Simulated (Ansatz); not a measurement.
# GeH6O2Si2: small, medium and large basis sets

How large a basis does GeH6O2Si2 need? Two functionals are run in growing sets.

Method: one geometry, several basis sets; program: Ansatz 0.2.0, Gaussian basis.

The runs, in order: PBE0-D4/def2-SVP; ωB97M-V/def2-SVP; PBE0-D4/def2-QZVPP; ωB97M-V/def2-QZVPP; the functionals' def2-TZVPP values are taken from earlier runs.

### 1 Structure used throughout

All runs share one geometry, relaxed beforehand with PBE0-D4 in a triple-zeta def2 set.

11 atoms, charge 0, spin multiplicity 1.

Atoms are counted from 1 here; the program's logs count them from 0.

Bond lengths: Si1–O2 1.641 Å, Si1–H6 1.490 Å, Si1–H7 1.485 Å, Si1–H8 1.485 Å, O2–Ge3 1.793 Å, Ge3–O4 1.775 Å, O4–Si5 1.651 Å, Si5–H9 1.486 Å, Si5–H10 1.485 Å, Si5–H11 1.486 Å. Angles: O2–Si1–H6 110.7°, O2–Si1–H7 109.5°, O2–Si1–H8 109.5°, H6–Si1–H7 108.9°, H6–Si1–H8 108.9°, H7–Si1–H8 109.4°, Si1–O2–Ge3 139.9°, O2–Ge3–O4 96.5°, Ge3–O4–Si5 133.6°, O4–Si5–H9 111.0°, O4–Si5–H10 107.4°, O4–Si5–H11 111.0°, H9–Si5–H10 109.1°, H9–Si5–H11 109.2°, H10–Si5–H11 109.1°.

### 2 PBE0-D4 in def2-SVP

in.yaml reads:

```yaml
crystal:
  periodic: [false, false, false]
  atoms:
    - {symbol: Si, position_ang: [0.628475, 1.797845, 1.365640]}
    - {symbol: O, position_ang: [0.639545, 0.570196, 0.277229]}
    - {symbol: Ge, position_ang: [1.759536, -0.237149, -0.867183]}
    - {symbol: O, position_ang: [0.595256, -1.426910, -1.482400]}
    - {symbol: Si, position_ang: [-0.993333, -1.738737, -1.157691]}
    - {symbol: H, position_ang: [1.961786, 2.460947, 1.423781]}
    - {symbol: H, position_ang: [-0.390869, 2.802190, 0.968594]}
    - {symbol: H, position_ang: [0.298090, 1.263896, 2.711418]}
    - {symbol: H, position_ang: [-1.842683, -0.560870, -1.472546]}
    - {symbol: H, position_ang: [-1.407526, -2.878350, -2.014749]}
    - {symbol: H, position_ang: [-1.182877, -2.109958, 0.268508]}
basis:
  gaussian: {orbitals: def2-SVP}
hamiltonian: {xc: pbe0, dispersion: d4}
output: {orbitals: {seedname: orbitals}}
```

Started as:

```sh
> ansatz run in.yaml --threads 2 --pin off --events-out ev --progress --plain --max-ram 32768MiB --backend cpu
```

The runs that follow: ωB97M-V in def2-SVP; PBE0-D4 in def2-QZVPP; ωB97M-V in def2-QZVPP.

**Question.** What will the summary of the whole plan be? Wanted: PBE0-D4: double and triple zeta above quadruple; ωB97M-V: double and triple zeta above quadruple.

**Answer**, as computed:

| quantity | value |
| --- | --- |
| PBE0-D4: double and triple zeta above quadruple | 20.09, 2.04 eV |
| ωB97M-V: double and triple zeta above quadruple | 20.12, 1.93 eV |

What this shows: For PBE0-D4 the step from double to triple zeta gains 18.06 eV and the next only 2.04 eV. Total energies overstate the basis error of differences, where much of it tends to cancel.
